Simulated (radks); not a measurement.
# Fractional charge and spin in the 4p shell of niobium

An exercise on one series of results from a longer session: the logs are not shown, and one member is left open.

The numbers are computed with radks (a radial shooting solver on a logarithmic mesh, Libxc functionals) version 1 (scalar-relativistic Kohn-Sham, LDA (Slater exchange, Perdew-Wang correlation), spin-polarised, spherical densities, point nucleus), except any that are marked as measured or tabulated.

## The system

```
element       : niobium (Z = 41)
configuration : [Ar] 3d10 4s2 4d(up 1.5, down 1.5) 4p(up 3, down 3)
```

A shell typed twice in an input gives spin up, then spin down.

The first run:

Input:

```text
Z 41
configuration [Ar] 3d10 4s2 4d1.5 4d1.5 4p3 4p3
relativity scalar-relativistic
functional lda,pw
spin polarised
nucleus point
c 137.035999084
```

Steps of the session up to this table: 4p: up 3, down 3.

One table of the session follows, with a row left open; its other results are not shown here.

It belongs to the step «4p: up 3, down 3». From the orbitals of this run (lengths in bohr):

```
level     <r>  outermost maximum (interpolated)  90 % within  nodes
   2s  0.1582                             0.133        0.244      1
   2p  0.1378                             0.106        0.225      0
   3s  0.4441                             0.396        0.657      2
   3p  0.4464                             0.390        0.676      1
   3d  0.4333                             0.334        0.695      0
   4s       ?                                 ?            ?      ?
   4p   1.290                              1.12         1.92      2
   4d   1.856                              1.45         2.92      1
```

Estimate the missing values for 4s.

As computed: <r>: 1.153; outermost maximum (interpolated): 1.03; 90 % within: 1.68; nodes: 3. In the column «<r>» it lies between 3p (0.4464) and 4p (1.290).
